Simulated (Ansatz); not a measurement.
# CH4AlGa: ionisation energy by level of theory

Aim: the vertical ionisation energy of CH4AlGa, as cation minus neutral at the neutral's geometry, on several levels, and how well −ε(HOMO) stands in for it.

The runs use Ansatz 0.2.0, Gaussian basis; unrestricted cation, the program's frozen cores in correlated methods.

The runs, in order: UKS PBE-D4/def2-TZVPP; UKS r2SCAN-D4/def2-TZVPP; UKS PBE0-D4/def2-TZVPP; UKS B3LYP-D4/def2-TZVPP; UKS wB97X-V/def2-TZVPP; UKS wB97M-V/def2-TZVPP; UKS B2PLYP/def2-TZVPP; UHF-CCSD(T)/def2-TZVPP; UHF-MP2/def2-QZVPP; extrapolation to the limit; then −ε(HOMO) from the neutral's earlier runs with LDA (SPW92), PBE-D4, revPBE-D4, BLYP-D4, r2SCAN-D4, B97M-V, PBE0-D4, B3LYP-D4, r2SCANh-D4, r2SCAN0-D4, HSE06-D4, BHLYP-D4, CAM-B3LYP-D4, LC-ωPBE, ωB97X-V, ωB97M-V.

### 1 The geometry

An earlier PBE0-D4 in a triple-zeta def2 set relaxation fixed the geometry.

SMILES `[CH2]1[AlH][GaH]1`, 7 atoms, charge 0, spin multiplicity 1.

Atoms are counted from 1 here; the program's logs count them from 0.

Bond lengths: C1–Al2 1.907 Å, C1–Ga3 2.094 Å, C1–H4 1.113 Å, C1–H5 1.091 Å, Al2–Ga3 2.394 Å, Al2–H6 1.587 Å, Ga3–H7 1.574 Å. Angles: Al2–C1–Ga3 73.3°, Al2–C1–H4 110.5°, Al2–C1–H5 133.7°, Ga3–C1–H4 83.9°, Ga3–C1–H5 136.8°, H4–C1–H5 107.5°, C1–Al2–Ga3 56.9°, C1–Al2–H6 138.9°, Ga3–Al2–H6 149.6°, C1–Ga3–Al2 49.7°, C1–Ga3–H7 125.4°, Al2–Ga3–H7 175.1°.

Geometry (Å):

```mol
CH4AlGa
  3D, bonds by distance, orders not assigned

  7  7  0  0  0  0  0  0  0  0999 V2000
   -0.5968    0.1607   -0.5417 C   0  0
   -0.1615    0.7547    1.2175 Al  0  0
    1.1318   -0.8732    0.0307 Ga  0  0
   -1.0685   -0.8469   -0.5080 H   0  0
   -0.9622    0.6632   -1.4381 H   0  0
   -0.2294    2.0836    2.0829 H   0  0
    1.8867   -1.9422   -0.8434 H   0  0
  1  2  8  0
  2  3  8  0
  1  4  8  0
  1  5  8  0
  2  6  8  0
  3  7  8  0
  1  3  8  0
M  END
```

### 2 Cation, UKS PBE-D4/def2-TZVPP

The input, in.yaml:

```yaml
crystal:
  periodic: [false, false, false]
  atoms:
    - {symbol: C, position_ang: [-0.596802, 0.160713, -0.541658]}
    - {symbol: Al, position_ang: [-0.161535, 0.754722, 1.217545]}
    - {symbol: Ga, position_ang: [1.131754, -0.873157, 0.030713]}
    - {symbol: H, position_ang: [-1.068482, -0.846889, -0.508041]}
    - {symbol: H, position_ang: [-0.962228, 0.663169, -1.438065]}
    - {symbol: H, position_ang: [-0.229385, 2.083641, 2.082913]}
    - {symbol: H, position_ang: [1.886679, -1.942179, -0.843406]}
basis:
  gaussian: {orbitals: def2-TZVPP}
total_charge: 1
magnetization: {spin_polarized: true, initial_magnetization: 1}
hamiltonian: {xc: pbe, dispersion: d4}
```

On the command line:

```
> ansatz run in.yaml --threads 2 --pin off --events-out ev --progress --plain --max-ram 4352MiB
```

Log:

```text
Functional definition: PBE
  name "PBE"
  cite "Perdew, Burke & Ernzerhof, Phys. Rev. Lett. 77, 3865 (1996) doi:10.1103/PhysRevLett.77.3865"
  parent pbe
  parameter kappa = 0.804
  parameter beta = 0.06672455060314922
  exchange = pbe_x(kappa = kappa, mu = beta*pi^2/3)
  correlation = pbe_c(beta = beta)
1053 factors; their error is unknown
mean field evaluation 1: about -60028.9979 eV, gradient 7.4e1 eV
mean field evaluation 2: about -59865.7894 eV, gradient 1.2e2 eV
mean field evaluation 4: about -60054.1728 eV, gradient 1.1e1 eV
mean field evaluation 8: about -60054.9203 eV, gradient 1.7e-1 eV
mean field evaluation 16: about -60054.8993 eV, gradient 1.1e-3 eV
mean field -60054.89927126 eV, -2206.9768415461 hartree, gradient 1.4e-5 eV, S^2 0.753477; 3 other end points of the search recorded, 0 dependent functions left out
reference -60054.89931528 eV, -2206.9768431638 hartree; 27, 26 occupied and 150, 151 virtual orbitals, 1053 factors
Total energy: -60055.01032907 eV, -2206.9809228454 hartree
```

Wall time 5.5 s (2 threads of Arm Neoverse V1, shared host).

Less the neutral's -60062.6884 eV (earlier run), this gives 7.678 eV. ⟨S²⟩ = 0.753.

### 3 Cation, UKS r2SCAN-D4/def2-TZVPP

Changes to in.yaml since step 2:

```diff
@@ -14,2 +14,2 @@
 magnetization: {spin_polarized: true, initial_magnetization: 1}
-hamiltonian: {xc: pbe, dispersion: d4}
+hamiltonian: {xc: r2scan, dispersion: d4}
```

Launched as before.

Log (excerpt; [...] marks lines left out):

```text
Functional definition: r2SCAN
  name "r2SCAN"
  cite "Furness, Kaplan, Ning, Perdew & Sun, J. Phys. Chem. Lett. 11, 8208 (2020) doi:10.1021/acs.jpclett.0c02405"
  cite "Furness, Kaplan, Ning, Perdew & Sun, J. Phys. Chem. Lett. 11, 9248 (2020) doi:10.1021/acs.jpclett.0c03077"
  parent r2scan
[...]
1053 factors; their error is unknown
[...]
mean field -60066.38454428 eV, -2207.3989175445 hartree, gradient 5.5e-5 eV, S^2 0.760983; 3 other end points of the search recorded, 0 dependent functions left out
reference -60066.38456162 eV, -2207.3989181817 hartree; 27, 26 occupied and 150, 151 virtual orbitals, 1053 factors
Total energy: -60066.40784051 eV, -2207.3997736652 hartree
```

It took 15 s on 2 threads of Arm Neoverse V1, shared host.

Less the neutral's -60074.0708 eV (earlier run), this gives 7.663 eV. ⟨S²⟩ = 0.761.

### 4 Cation, UKS PBE0-D4/def2-TZVPP

Changes to in.yaml since step 3:

```diff
@@ -14,2 +14,2 @@
 magnetization: {spin_polarized: true, initial_magnetization: 1}
-hamiltonian: {xc: r2scan, dispersion: d4}
+hamiltonian: {xc: pbe0, dispersion: d4}
```

The command is unchanged.

Log:

```text
Functional definition: PBE0
  name "PBE0"
  cite "Adamo & Barone, J. Chem. Phys. 110, 6158 (1999) doi:10.1063/1.478522"
  cite "Perdew, Burke & Ernzerhof, Phys. Rev. Lett. 77, 3865 (1996) doi:10.1103/PhysRevLett.77.3865"
  parent pbe
  parameter a = 0.25
  parameter kappa = 0.804
  parameter beta = 0.06672455060314922
  exchange = (1 - a)*pbe_x(kappa = kappa, mu = beta*pi^2/3) + a*exact_x
  correlation = pbe_c(beta = beta)
1129 factors; their error is unknown
mean field evaluation 1: about -60037.6749 eV, gradient 6.2e1 eV
mean field evaluation 2: about -59954.2330 eV, gradient 1.0e2 eV
mean field evaluation 4: about -60056.3154 eV, gradient 5.4e0 eV
mean field evaluation 8: about -60056.4980 eV, gradient 2.6e-1 eV
mean field evaluation 16: about -60056.6948 eV, gradient 2.9e-3 eV
mean field -60056.69481787 eV, -2207.0428266669 hartree, gradient 5.8e-5 eV, S^2 0.757616; 2 other end points of the search recorded, 0 dependent functions left out
reference -60056.69485109 eV, -2207.0428278879 hartree; 27, 26 occupied and 150, 151 virtual orbitals, 1129 factors
Total energy: -60056.78837063 eV, -2207.0462646674 hartree
```

Wall time 8.5 s (2 threads of Arm Neoverse V1, shared host); peak memory 0.5 GiB.

The neutral molecule at this level: -60064.4692 eV. Difference: 7.681 eV. ⟨S²⟩ = 0.758.

### 5 Cation, UKS B3LYP-D4/def2-TZVPP

Changes to in.yaml since step 4:

```diff
@@ -14,2 +14,2 @@
 magnetization: {spin_polarized: true, initial_magnetization: 1}
-hamiltonian: {xc: pbe0, dispersion: d4}
+hamiltonian: {xc: {name: B3LYP}, dispersion: d4}
```

Launched as before.

Log (excerpt; [...] marks lines left out):

```text
Functional definition: B3LYP
  name "B3LYP"
  cite "Stephens, Devlin, Chabalowski & Frisch, J. Phys. Chem. 98, 11623 (1994) doi:10.1021/j100096a001"
  cite "Becke, Phys. Rev. A 38, 3098 (1988) doi:10.1103/PhysRevA.38.3098"
  cite "Lee, Yang & Parr, Phys. Rev. B 37, 785 (1988) doi:10.1103/PhysRevB.37.785"
  cite "Vosko, Wilk & Nusair, Can. J. Phys. 58, 1200 (1980) doi:10.1139/p80-159"
[...]
1112 factors; their error is unknown
[...]
mean field -60070.14512527 eV, -2207.5371163470 hartree, gradient 2.3e-5 eV, S^2 0.756461; 2 other end points of the search recorded, 0 dependent functions left out
reference -60070.14537928 eV, -2207.5371256816 hartree; 27, 26 occupied and 150, 151 virtual orbitals, 1112 factors
Total energy: -60070.32867260 eV, -2207.5438615868 hartree
```

It took 8 s on 2 threads of Arm Neoverse V1, shared host; peak memory 0.5 GiB.

The neutral molecule at this level: -60078.0925 eV. Difference: 7.764 eV. ⟨S²⟩ = 0.756.

### 6 Cation, UKS wB97X-V/def2-TZVPP

Changes to in.yaml since step 5:

```diff
@@ -14,2 +14,2 @@
 magnetization: {spin_polarized: true, initial_magnetization: 1}
-hamiltonian: {xc: {name: B3LYP}, dispersion: d4}
+hamiltonian: {xc: {name: wB97X-V}}
```

Launched as before.

Log (excerpt; [...] marks lines left out):

```text
Functional definition: wB97X-V
  name "wB97X-V"
  cite "Mardirossian & Head-Gordon, Phys. Chem. Chem. Phys. 16, 9904 (2014) doi:10.1039/C3CP54374A"
  cite "Becke, J. Chem. Phys. 107, 8554 (1997) doi:10.1063/1.475007"
  cite "Vydrov & Van Voorhis, J. Chem. Phys. 133, 244103 (2010) doi:10.1063/1.3521275"
[...]
      + integral(e_c_pw_opposite_spin*poly(b97_u_opposite, cos0, cos1)) + vv10(b, c)
1107 factors; their error is unknown
267 factors; integrals over basis functions are off by at most 1.0e-5 eV
[...]
mean field -60061.67606105 eV, -2207.2258839773 hartree, gradient 4.4e-5 eV, S^2 0.758405; 2 other end points of the search recorded, 0 dependent functions left out
reference -60061.67605946 eV, -2207.2258839189 hartree; 27, 26 occupied and 150, 151 virtual orbitals, 1107 factors
Total energy: -60061.67605946 eV, -2207.2258839189 hartree
```

Run time: 21 s. Hardware: 2 threads of Arm Neoverse V1, shared host; peak memory 0.68 GiB.

Less the neutral's -60069.3814 eV (earlier run), this gives 7.705 eV. ⟨S²⟩ = 0.758.

### 7 Cation, UKS wB97M-V/def2-TZVPP

Changes to in.yaml since step 6:

```diff
@@ -14,2 +14,2 @@
 magnetization: {spin_polarized: true, initial_magnetization: 1}
-hamiltonian: {xc: {name: wB97X-V}}
+hamiltonian: {xc: {name: wB97M-V}}
```

Launched as before.

Log (excerpt; [...] marks lines left out):

```text
Functional definition: wB97M-V
  name "wB97M-V"
  cite "Mardirossian & Head-Gordon, J. Chem. Phys. 144, 214110 (2016) doi:10.1063/1.4952647"
  cite "Becke, J. Chem. Phys. 107, 8554 (1997) doi:10.1063/1.475007"
  cite "Vydrov & Van Voorhis, J. Chem. Phys. 133, 244103 (2010) doi:10.1063/1.3521275"
  # Of w^i u^j: cxij and so on, Table III.
[...]
  gx(w, u) = 1 - cx + cx01*u + cx10*w
  gss(w, u) = css00 + css04*u^4 + css10*w + css20*w^2 + css43*w^4*u^3
  gos(w, u) = cos00 + cos10*w + (cos20 + cos21*u)*w^2 + (cos60 + cos61*u)*w^6
[...]
      + integral(e_c_pw_mod_opposite_spin*gos(b97_w_opposite, b97_u_opposite)) + vv10(b, c)
1091 factors; their error is unknown
267 factors; integrals over basis functions are off by at most 1.0e-5 eV
[...]
mean field -60063.92708240 eV, -2207.3086074860 hartree, gradient 5.3e-5 eV, S^2 0.754841; 2 other end points of the search recorded, 0 dependent functions left out
reference -60063.92713437 eV, -2207.3086093962 hartree; 27, 26 occupied and 150, 151 virtual orbitals, 1091 factors
Total energy: -60063.92713437 eV, -2207.3086093962 hartree
```

Wall time 25 s (2 threads of Arm Neoverse V1, shared host); peak memory 0.72 GiB.

Less the neutral's -60071.6558 eV (earlier run), this gives 7.729 eV. ⟨S²⟩ = 0.755.

### 8 Cation, UKS B2PLYP (frozen core)/def2-TZVPP

Changes to in.yaml since step 7:

```diff
@@ -14,2 +14,2 @@
 magnetization: {spin_polarized: true, initial_magnetization: 1}
-hamiltonian: {xc: {name: wB97M-V}}
+hamiltonian: {xc: {name: B2PLYP}}
```

The command is unchanged.

Log (excerpt; [...] marks lines left out):

```text
Functional definition: B2PLYP
  name "B2PLYP"
  cite "Grimme, J. Chem. Phys. 124, 034108 (2006) doi:10.1063/1.2148954"
  cite "Becke, Phys. Rev. A 38, 3098 (1988) doi:10.1103/PhysRevA.38.3098"
  cite "Lee, Yang & Parr, Phys. Rev. B 37, 785 (1988) doi:10.1103/PhysRevB.37.785"
[...]
1063 factors; integrals over basis functions are off by at most 1.1e-3 eV
[...]
mean field -60049.77405298 eV, -2206.7884932482 hartree, gradient 7.6e-6 eV, S^2 0.768239; 3 other end points of the search recorded, 0 dependent functions left out
15 core orbitals not correlated: weight in the atoms' cores, before any rotation towards them, 1.000 or more for the frozen orbitals, at most 0.000 for the correlated occupied ones
reference -60049.77421382 eV, -2206.7884991591 hartree; 12, 11 occupied and 150, 151 virtual orbitals, 1063 factors
second order -14.91866343 eV of doubles, -0.00000000 eV of singles
Total energy: -60053.80225295 eV, -2206.9365268667 hartree
```

It took 16 s on 2 threads of Arm Neoverse V1, shared host; peak memory 0.51 GiB.

Less the neutral's -60061.5051 eV (earlier run), this gives 7.703 eV. ⟨S²⟩ = 0.768.

### 9 Cation, UHF-CCSD(T)/def2-TZVPP

Changes to in.yaml since step 8:

```diff
@@ -14,2 +14,3 @@
 magnetization: {spin_polarized: true, initial_magnetization: 1}
-hamiltonian: {xc: {name: B2PLYP}}
+correlation: {method: ccsd_t}
+scf: {omitted_lower_state_checks: [cluster_reference]}
```

Same command.

Log (excerpt; [...] marks lines left out):

```text
Functional definition: HF
  name "HF"
  cite "Fock, Z. Phys. 61, 126 (1930) doi:10.1007/BF01340294"
  parent pbe
[...]
1063 factors; integrals over basis functions are off by at most 1.1e-3 eV
[...]
mean field -60002.60450805 eV, -2205.0550444448 hartree, gradient 6.9e-6 eV, S^2 0.808020; 4 other end points of the search recorded, 0 dependent functions left out
15 core orbitals not correlated: weight in the atoms' cores, before any rotation towards them, 1.000 or more for the frozen orbitals, at most 0.000 for the correlated occupied ones
reference -60002.60450805 eV, -2205.0550444448 hartree; 12, 11 occupied and 150, 151 virtual orbitals, 1063 factors
second order -11.87858589 eV of doubles, -0.00000000 eV of singles
cycle   1  -12.02747345 eV  change   -1.5e-1 eV  update   1.1e-1
[...]
cycle  15  -12.64797103 eV  change    1.8e-5 eV  update   1.3e-5
perturbative correction -0.54719784 eV, -0.0201091496 hartree
Total energy: -60015.79967691 eV, -2205.5399579565 hartree
Checks for a lower state left out: cluster_reference
```

It took 3 min on 2 threads of Arm Neoverse V1, shared host; peak memory 3.7 GiB.

Less the neutral's -60023.5735 eV (earlier run), this gives 7.774 eV. ⟨S²⟩ = 0.808. T1 = 0.027 (report).

### 10 Cation, UHF-MP2/def2-QZVPP

Changes to in.yaml since step 9:

```diff
@@ -11,6 +11,6 @@
 basis:
-  gaussian: {orbitals: def2-TZVPP}
+  gaussian: {orbitals: "def2-QZVPP.json"}
 total_charge: 1
 magnetization: {spin_polarized: true, initial_magnetization: 1}
-correlation: {method: ccsd_t}
+correlation: {method: mp2}
 scf: {omitted_lower_state_checks: [cluster_reference]}
```

Launched as before.

Log (excerpt; [...] marks lines left out):

```text
Functional definition: HF
  name "HF"
  cite "Fock, Z. Phys. 61, 126 (1930) doi:10.1007/BF01340294"
  parent pbe
[...]
2038 factors; integrals over basis functions are off by at most 1.3e-3 eV
[...]
mean field -60003.94942699 eV, -2205.1044693040 hartree, gradient 2.9e-6 eV, S^2 0.809370; 5 other end points of the search recorded, 0 dependent functions left out
15 core orbitals not correlated: weight in the atoms' cores, before any rotation towards them, 1.000 or more for the frozen orbitals, at most 0.000 for the correlated occupied ones
reference -60003.94942699 eV, -2205.1044693040 hartree; 12, 11 occupied and 309, 310 virtual orbitals, 2038 factors
second order -18.98545160 eV of doubles, -0.00000000 eV of singles
Total energy: -60022.93487858 eV, -2205.8021717814 hartree
Checks for a lower state left out: cluster_reference
```

It took 70 s on 2 threads of Arm Neoverse V1, shared host; peak memory 1.5 GiB.

The neutral molecule at this level: -60030.8293 eV. Difference: 7.894 eV. ⟨S²⟩ = 0.809.

### 11 From triple and quadruple zeta to the limit

This step is arithmetic on the last runs, with X = 3 and 4: exp(−7.88√X) for Hartree-Fock, X^−2.97 for correlation; only MP2 was run in the larger set, so CCSD(T) minus MP2 is added from the smaller one.

| level | energy at the limit (eV) |
| --- | --- |
| HF | -60004.1347 |
| MP2 | -60028.3845 |
| CCSD | -60029.1539 |
| CCSD(T) | -60029.7010 |

This is no true limit for total energies: MP2 correlation changes by a factor of 1.60 from triple to quadruple zeta (about 1.07 in light molecules), because outer-core shells are correlated in sets not made for them. Much of that cancels between molecule and atoms or ions.

The neutral's limit, from its own earlier runs, is -60037.5760 eV in the additive form (MP2 limit plus CCSD(T) minus MP2 in triple zeta), in which the cation has -60029.7010 eV.

### 12 The ladder

Differences are taken before rounding.

| method | ionisation energy (eV) | from CCSD(T)/CBS (eV) | time |
| --- | --- | --- | --- |
| PBE-D4 | 7.68 | -0.20 | 8.2 s |
| r2SCAN-D4 | 7.66 | -0.21 | 21 s |
| PBE0-D4 | 7.68 | -0.19 | 12 s |
| B3LYP-D4 | 7.76 | -0.11 | 12 s |
| ωB97X-V | 7.71 | -0.17 | 30 s |
| ωB97M-V | 7.73 | -0.15 | 38 s |
| B2PLYP | 7.70 | -0.17 | 21 s |
| HF/def2-TZVPP | 6.72 | -1.16 |  |
| MP2/def2-TZVPP | 7.84 | -0.03 |  |
| CCSD/def2-TZVPP | 7.69 | -0.19 |  |
| CCSD(T)/def2-TZVPP | 7.77 | -0.10 | 3.7 min |
| CCSD(T)/CBS | 7.87 | 0 | 5.1 min |

Among the levels timed on like hardware and quicker than the yardstick, those that no quicker one beats, quickest first: PBE-D4 (8.2 s, -0.20 eV); PBE0-D4 (12 s, -0.19 eV); B3LYP-D4 (12 s, -0.11 eV); CCSD(T)/def2-TZVPP (3.7 min, -0.10 eV).

Times add the cation's run and the neutral's; HF, MP2 and CCSD come out of the CCSD(T) runs.

Orbital estimates, from the neutral's runs:

| functional | −ε(HOMO) (eV) | by energy difference (eV) |
| --- | --- | --- |
| LDA (SPW92) | 5.02 |  |
| PBE-D4 | 4.91 | 7.68 |
| revPBE-D4 | 4.86 |  |
| BLYP-D4 | 4.77 |  |
| r2SCAN-D4 | 5.08 | 7.66 |
| B97M-V | 5.08 |  |
| PBE0-D4 | 5.77 | 7.68 |
| B3LYP-D4 | 5.62 | 7.76 |
| r2SCANh-D4 | 5.40 |  |
| r2SCAN0-D4 | 5.89 |  |
| HSE06-D4 | 5.39 |  |
| BHLYP-D4 | 6.53 |  |
| CAM-B3LYP-D4 | 6.91 |  |
| LC-ωPBE | 8.08 |  |
| ωB97X-V | 7.82 | 7.71 |
| ωB97M-V | 7.67 | 7.73 |

### 13 Results

| quantity | value |
| --- | --- |
| ionisation energy, CCSD(T)/CBS | 7.87 eV |
| nearest functional by difference | B3LYP-D4 (-0.11 eV) |
| nearest −ε(HOMO) | ωB97X-V (-0.06 eV) |
| −ε(HOMO) of PBE | 4.91 eV |
| T1 of the cation | 0.027 |

By cation minus neutral, the functionals miss by 0.21 eV at most. The PBE orbital energy is 3.0 eV too small: a semilocal HOMO is no ionisation energy. Among orbital estimates ωB97X-V comes nearest. Hartree-Fock falls 1.16 eV short, as the neutral has more correlation energy than the cation. The cation may have settled in a state other than its lowest; no search over hole states beyond the program's own was made. Correlated methods include outer-core shells of Ga, which these sets cover unevenly. With outer-core shells in play the reference is unsure by up to some tenths of an eV, so close misses can't be ranked.

For cost: CCSD(T)/def2-TZVPP gets within 0.10 eV in 3.7 min, where CCSD(T)/CBS took 5.1 min; the quickest level in the cost chart, PBE-D4, takes 8.2 s and misses by 0.20 eV.
